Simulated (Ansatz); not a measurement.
ZnWO4, 12 atoms in the cell. It takes space group P2/c (No. 13, monoclinic). The conventional cell has a = 4.699 Å, b = 5.729 Å, c = 4.937 Å, α = 90.00°, β = 90.61°, γ = 90.00°. W (site symmetry 2) is surrounded by 4 O at 1.80 to 1.92 Å. Around Zn (site symmetry 2) lie 6 O at 2.03 to 2.23 Å. Around O (site symmetry 1) lie 1 W at 1.80 Å. Around O (site symmetry 1) lie 2 W at 1.92 to 2.14 Å and 1 Zn at 2.03 Å. 

| Item | Value |
| --- | --- |
| Program | Ansatz 0.2.0 |
| Task | single point |
| Functional | PBEsol |
| Potentials or basis | Ansatz PAW |
| Cutoff | 420 eV (not typed: the program's choice for these potentials) |
| k mesh | 6 × 5 × 6 |
| Occupations | fermi-dirac, width 0.05 eV |
| Spin | no spin polarisation |

Potentials or basis: Ansatz PAW.

Launch:

```bash
$ ansatz run input.yaml --threads 4 --pin off --max-ram 11264MiB --backend cpu --events-out ev --progress --plain --runs-dir out
```

Hardware: 4 threads of Intel(R) Xeon(R) Platinum 8488C (Sapphire Rapids) (shared host).

Question: Estimate the wall time of this run.

Answer: Wall time 6.9 s on 4 threads of Intel(R) Xeon(R) Platinum 8488C (Sapphire Rapids), with other jobs on the host, peak memory 0.79 GiB. Counts: scf iterations 9, plane waves 2605, k points 60, bands 62.
